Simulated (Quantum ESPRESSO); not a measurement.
**AlNi3 under changes of volume**

One of the cells (10.998 Å³/atom); the others are scaled copies at fixed shape and fractional positions:

```
CELL_PARAMETERS angstrom
0.00000 2.80189 2.80189
2.80189 0.00000 2.80189
2.80189 2.80189 0.00000
ATOMIC_POSITIONS crystal
Ni 0.75000 0.75000 0.75000
Ni 0.00000 0.00000 0.00000
Ni 0.25000 0.25000 0.25000
Al 0.50000 0.50000 0.50000
```

The cell comes from a database or a generator and needn't be the stable form of this composition.

| Property | Result |
| --- | --- |
| Program | Quantum ESPRESSO 7.5 |
| Functional | PBEsol |
| Potentials or basis | GBRV 1.5 PBEsol |
| Cutoff | 612 eV |
| Density cutoff | 4898 eV |
| k mesh | 8 × 8 × 8 |
| Occupations | fermi-dirac, width 0.05 eV |
| Spin | collinear spin, ferromagnetic start |
| Starting moments | [1.0, 1.0, 1.0, 0.0] μB |

| volume (Å³/atom) | energy over the lowest point (meV/atom) | pressure (GPa) |
| --- | --- | --- |
| 10.338 | ? | ? |
| 10.558 | 10.07 | 8.1 |
| 10.778 | 2.01 | 3.4 |
| 10.998 | 0.00 | -0.8 |
| 11.218 | 3.46 | -4.6 |
| 11.438 | 11.77 | -7.9 |
| 11.658 | 24.44 | -10.8 |

Problem. What does the run at 10.338 Å³/atom give?

Solution. Energy over the lowest point 24.96 meV/atom; pressure 13.3 GPa.

Worked out: A Birch-Murnaghan fit of order 3 (a polynomial in V^(-2/3)) to the other rows has its minimum at 10.96 Å³/atom with B0 = V·E''(V) = 201 GPa and B' = 4.5. It gives 24.94 meV/atom at 10.338 Å³/atom, against the run's 24.96, and -dE/dV = 13.5 GPa, against 13.3.

Energies are extrapolated to zero smearing.
